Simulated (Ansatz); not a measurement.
**SrSnP: properties at the relaxed cell**

An exercise on one series of results from a longer session: the logs are not shown, and one member is left open.

Program: Ansatz 0.2.0. Level of theory: DFT r2SCAN, scalar-relativistic, plane waves, PAW. These are calculated values, not measurements.

1 further run of the same task is left out (set aside as unsound or not needed). Runs told in other sessions of the task aren't counted.

## The structure to begin with

It takes space group P4/nmm (No. 129, tetragonal). Conventional cell: a = 4.378 Å, b = 4.378 Å, c = 8.982 Å, α = 90.00°, β = 90.00°, γ = 90.00°. Around Sr (site symmetry 4mm) lie 5 P at 3.06 to 3.10 Å and 1 Sn at 3.46 Å. Sn (site symmetry 4mm) has 1 P at 2.46 Å in its first shell of neighbours. P (site symmetry 4mm) is surrounded by 1 Sn at 2.46 Å and 5 Sr at 3.06 to 3.10 Å.

Coordinates:

```
CELL_PARAMETERS angstrom
4.37823 0.00000 0.00000
0.00000 4.37823 0.00000
0.00000 0.00000 8.98226
ATOMIC_POSITIONS crystal
Sr 0.00000 0.50000 0.66687
Sr 0.50000 0.00000 0.33313
Sn 0.50000 0.00000 0.94801
Sn 0.00000 0.50000 0.05199
P 0.00000 0.50000 0.32567
P 0.50000 0.00000 0.67433
```

It goes back to an entry of the Materials Project, which need not be the stable form.

This cell was relaxed beforehand with the same method: volume 28.70 Å³/atom, gap on the mesh none (metal).

Set-up of the first run:

File input.yaml:

```yaml
crystal:
  lattice:
    - [4.3340060475, 0.0, 0.0]
    - [0.0, 4.3340060475, 0.0]
    - [0.0, 0.0, 8.8915277219]
  atoms:
    - { symbol: Sr, position: [0.0, 0.5, 0.6668679851] }
    - { symbol: Sr, position: [0.5, 0.0, 0.3331320149] }
    - { symbol: Sn, position: [0.5, 0.0, 0.9480080252] }
    - { symbol: Sn, position: [0.0, 0.5, 0.0519919748] }
    - { symbol: P, position: [0.0, 0.5, 0.3256738289] }
    - { symbol: P, position: [0.5, 0.0, 0.6743261711] }
basis:
  ecutwfc: 500
kpoints:
  mp_grid: { grid: [8, 8, 4] }
hamiltonian:
  xc: r2scan
scf:
  occupations: { method: gaussian, width: 0.1 }
output:
  forces: true
  stress: true
  eigenvalues: true
relax:
  adjacent_minimum: "off"
  f_tol: 0.01
  max_steps: 30
  cell: { stress_tol: 0.1, fix: [volume] }
```

Command:

```
$ ansatz run input.yaml --threads 2 --pin off --max-ram 5120MiB --backend cpu --events-out ev --progress --plain --runs-dir out
```

Steps of the session up to this table: The cell scaled to 0.97 of its volume; Volume × 1.03; The cell scaled to 0.94 of its volume; The cell scaled to 1.06 of its volume; The cell scaled to 0.91 of its volume; Point at V/V0 = 1.10; The cell scaled to 0.88 of its volume.

One table of the session follows, with a row left open; its other results are not shown here.

It belongs to the step «Equation of state». 

```
volume (Å³/atom)  energy above the lowest point (meV/atom)  pressure (GPa)
          25.253                                      73.1            7.59
          26.114                                      38.8            5.23
          26.975                                         ?               ?
          27.836                                       3.9            1.48
          28.697                                       0.0            0.01
          29.558                                       3.4           -1.25
          30.419                                      13.1           -2.31
          31.566                                      34.1           -3.49
```

Estimate the missing values for volume (Å³/atom) = 26.975.

Worked estimate for «energy above the lowest point (meV/atom)». A straight line through the neighbours (26.114, 38.8) and (27.836, 3.9) gives 38.8 + (3.9 − 38.8) × (26.975 − 26.114) / (27.836 − 26.114) = 21.3; a parabola fitted to 4 rows on both sides gives 16.3.

As computed: energy above the lowest point (meV/atom): 16.3; pressure (GPa): 3.21. In «energy above the lowest point (meV/atom)» the line misses by +5.0 and the parabola by 0.0.
